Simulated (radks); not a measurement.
# Eu⁺ in [Xe] 4f7 6s0.5 5f0.5: an all-electron calculation

The task here is to estimate one member of a computed series from the others.

Method: scalar-relativistic Kohn-Sham, BP86, spin-unpolarised, spherical densities, point nucleus. Code: radks (a radial shooting solver on a logarithmic mesh, Libxc functionals) version 1.

### The atom as given

| Item | Value |
| --- | --- |
| element | europium (Z = 63) |
| charge | +1 |
| electrons | 62 |
| configuration | [Xe] 4f7 6s0.5 5f0.5 |

Set-up of the first run:

The run's settings:

```text
Z 63
configuration [Xe] 4f7 6s0.5 5f0.5
relativity scalar-relativistic
functional b88,p86
spin unpolarised
nucleus point
c 137.035999084
```

The run is started by

```sh
$ python run_ks.py task.json out
```

All runs below come from this command, one after another.

Steps of the session up to this table: Self-consistent calculation.

One table of the session follows, with a row left open; its other results are not shown here.

It belongs to the step «Radial structure». Radial moments (bohr):

| level | <r> | outermost maximum (interpolated) | 90 % within | nodes |
| --- | --- | --- | --- | --- |
| 1s | 0.02231 | 0.0142 | 0.0403 | 0 |
| 2s | 0.09510 | 0.0805 | 0.147 | 1 |
| 2p | 0.08388 | 0.0651 | 0.137 | 0 |
| 3s | 0.2495 | 0.229 | 0.366 | 2 |
| 3p | ? | ? | ? | ? |
| 3d | 0.2259 | 0.184 | 0.352 | 0 |
| 4s | 0.5660 | 0.527 | 0.813 | 3 |
| 4p | 0.5994 | 0.550 | 0.872 | 2 |
| 4d | 0.6543 | 0.573 | 0.984 | 1 |
| 5s | 1.380 | 1.23 | 1.99 | 4 |
| 5p | 1.622 | 1.40 | 2.38 | 3 |
| 4f | 0.9617 | 0.592 | 1.69 | 0 |
| 6s | 3.734 | 3.28 | 5.42 | 5 |
| 5f | 9.883 | 9.12 | 14.2 | 1 |

Estimate the missing values for 3p.

As computed: <r>: 0.2480; outermost maximum (interpolated): 0.224; 90 % within: 0.371; nodes: 1. In the column «<r>» it lies between 3d (0.2259) and 3s (0.2495).
